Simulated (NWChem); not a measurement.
# One shape, several levels: singlet [SiNH2F2]−

Wanted: a comparison of 3 runs (HF/STO-3G, HF/3-21G, B3LYP/6-31G*) of singlet [SiNH2F2]−. 

The results are computed with NWChem 7.3.0.

47 further runs of the same task are left out: 1 that didn't finish, 46 set aside as unsound or not needed.

### Step 1. The molecule

The species is [SiNH2F2]− (6 atoms), meant as a singlet with charge -1. As SMILES of the parent species, `[NH][SiH](F)F`. The coordinates come from a PBE0-D4/def2-TZVP relaxation. This is one conformer, not always the lowest. That shape belongs to the parent species and isn't relaxed for this state.

Bond lengths: N1–Si2 1.727 Å, Si2–F3 1.580 Å, Si2–F4 1.587 Å, N1–H5 1.021 Å, Si2–H6 1.473 Å. Angles: N1–Si2–F3 107.9°, N1–Si2–F4 114.0°, F3–Si2–F4 106.4°, N1–Si2–H6 109.2°, F3–Si2–H6 109.9°, F4–Si2–H6 109.3°, Si2–N1–H5 116.5°.

### Step 2. The energy at HF/STO-3G (run 1)

The input, struct.nw:

```
start struct
title "F2H2NSi energy"
memory stack 880 mb heap 220 mb global 1100 mb
charge -1

geometry units angstroms noautosym nocenter noautoz
   N    -0.025400    1.001700   -0.903700
   Si    0.188000   -0.244900    0.273000
   F     1.578700   -0.941400   -0.004700
   F    -0.908600   -1.390200    0.207400
   H    -0.977800    1.156700   -1.236500
   H     0.187200    0.354100    1.618300
end

basis spherical bse
   * library STO-3G
end

scf
   thresh 1e-08
   maxiter 80
end

task scf energy
```

The run is started by

```sh
$ nwchem struct.nw > struct.out
```

Output:

```text
[...]
  functions       =    26
[...]
  wavefunction    = RHF
[...]
         Total SCF energy =   -536.383110964139
      One-electron energy =  -1113.634229797218
      Two-electron energy =    401.505152960069
 Nuclear repulsion energy =    175.745965873010
        Time for solution =      0.8s
[...]
```

Run time: 1.4 s. Hardware: 1 thread of Intel Xeon Platinum 8488C (Sapphire Rapids), shared host; peak memory 0.1 GiB.

### Step 3. The energy at HF/3-21G (run 2)

The input, f2h2nsi.nw:

```
start f2h2nsi
memory total 2200 mb
charge -1
geometry noautosym nocenter noautoz
  N       -0.025400       1.001700      -0.903700
  Si       0.188000      -0.244900       0.273000
  F        1.578700      -0.941400      -0.004700
  F       -0.908600      -1.390200       0.207400
  H       -0.977800       1.156700      -1.236500
  H        0.187200       0.354100       1.618300
end
basis "ao basis" spherical bse
  * library 3-21G
end
scf
  thresh 1e-08
  maxiter 80
end
task scf
```

The run is started by

```sh
$ nwchem f2h2nsi.nw > f2h2nsi.out
```

Output:

```text
[...]
  functions       =    44
[...]
  wavefunction    = RHF
[...]
         Total SCF energy =   -540.592595238510
      One-electron energy =  -1111.948757593213
      Two-electron energy =    395.610196481693
 Nuclear repulsion energy =    175.745965873010
        Time for solution =      0.9s
[...]
```

Run time: 1.5 s. Hardware: 1 thread of Intel Xeon Platinum 8488C (Sapphire Rapids), shared host; peak memory 0.1 GiB.

### Step 4. A single-point energy at B3LYP/6-31G(d) (Cartesian functions) (run 3)

The input, run.py:

```python
from ase import Atoms
from ase.calculators.nwchem import NWChem

molecule = Atoms(['N', 'Si', 'F', 'F', 'H', 'H'], positions=[
    [-0.025400, 1.001700, -0.903700],
    [0.188000, -0.244900, 0.273000],
    [1.578700, -0.941400, -0.004700],
    [-0.908600, -1.390200, 0.207400],
    [-0.977800, 1.156700, -1.236500],
    [0.187200, 0.354100, 1.618300],
])

calc = NWChem(
    label='nw',
    theory='dft',
    memory='2200 mb',
    basis='6-31G*',
    charge=-1,
    dft={'xc': 'b3lyp', 'mult': '1', 'grid': 'xfine', 'convergence': 'energy 1e-08', 'iterations': '100', 'mulliken': None},
    task='energy',
)
molecule.calc = calc

print("Total energy (eV):", round(molecule.get_potential_energy(), 6))
print("dipole (e A):", molecule.get_dipole_moment().round(4))
```

The run is started by

```sh
$ export ASE_NWCHEM_COMMAND="nwchem PREFIX.nwi > PREFIX.nwo"
$ python run.py
```

Output:

```text
Total energy (eV): -14837.061832
dipole (e A): [-0.3098 -0.2745  0.4745]
```

The calculator wrote nw.nwi:

```
title "nw"

permanent_dir nw

scratch_dir nw

start nw

geometry units angstrom nocenter noautosym noautoz
  N  -2.5399999999999999e-02 1.0017000000000000e+00 -9.0369999999999995e-01
  Si 1.8800000000000000e-01 -2.4490000000000001e-01 2.7300000000000002e-01
  F  1.5787000000000000e+00 -9.4140000000000001e-01 -4.7000000000000002e-03
  F  -9.0859999999999996e-01 -1.3902000000000001e+00 2.0740000000000000e-01
  H  -9.7780000000000000e-01 1.1567000000000001e+00 -1.2364999999999999e+00
  H  1.8720000000000001e-01 3.5410000000000003e-01 1.6183000000000001e+00
end

charge -1

memory 2200 mb

basis noprint
   * library 6-31G*
end

dft
  xc b3lyp
  mult 1
  grid xfine
  convergence energy 1e-08
  iterations 100
  mulliken
end

task dft energy
```

nw.nwo:

```text
Northwest Computational Chemistry Package (NWChem) 7.3.0
             --------------------------------------------------------

           Job information
           ---------------

    nwchem branch   = 7.3.0
    use scalapack   = T
    input           = nw.nwi
    prefix          = nw.
    data base       = nw/nw.db
    status          = startup
    nproc           =        1

           Memory information
           ------------------

[... 5 lines left out ...]
    hardfail = no
[... 121 lines left out ...]
          Convergence on energy requested:  1.00D-08
[... 27 lines left out ...]
          Convergence Information
[... 32 lines left out ...]
 1-e energy   =   -1130.182665
[... 53 lines left out ...]
      One electron energy =    -1115.903581468934
[... 8 lines left out ...]
                       DFT Final Molecular Orbital Analysis
[... 513 lines left out ...]
     Multipole analysis of the density
     ---------------------------------

     L   x y z        total         alpha         beta         nuclear
     -   - - -        -----         -----         ----         -------
     0   0 0 0     -1.000000    -21.000000    -21.000000     41.000000

     1   1 0 0     -0.585501     -7.562999     -7.562999     14.540497
[... 8 lines of this table left out ...]
     2   0 0 2    -26.044351    -33.190262    -33.190262     40.336174

 Task  times  cpu:       17.5s     wall:       17.5s
 Total times  cpu:       17.5s     wall:       17.5s
```

Wall time 19 s (1 thread of Intel Xeon Platinum 8488C (Sapphire Rapids), shared host); peak memory 0.13 GiB.

### Step 5. Overview of the runs

```tsv
run	level	Cartesian functions	iteration cap	energy (Eh)	HOMO energy (eV)	LUMO energy (eV)	HOMO–LUMO gap (eV)	wall time
1	HF/STO-3G	no	80	-536.383111	3.25	20.41	17.16	1.4 s
2	HF/3-21G	no	80	-540.592595	-1.86	11.71	13.57	1.5 s
3	B3LYP/6-31G* (Cartesian functions)	yes	100	-545.251970	1.28	7.26	5.98	19 s
```

### Step 6. What came out

| quantity | value |
| --- | --- |
| run 3: total energy | -545.25197 Eh |
| run 3: HOMO energy | 1.28 eV |
| run 3: LUMO energy | 7.26 eV |
| run 3: HOMO–LUMO gap (to an unbound level, set by the basis) | 5.98 eV |

What this shows: The HOMO–LUMO gap runs from 5.98 eV (B3LYP/6-31G*) to 17.16 eV (HF/STO-3G). The two ends differ in method and basis. The empty levels of an anion lie above zero and hang on the basis. In runs 1, 3 the HOMO lies above zero, so the outermost electron may be held by the basis alone. In run 1 the basis is minimal, so the values are rough. All runs together took 22 s, the longest 19 s.
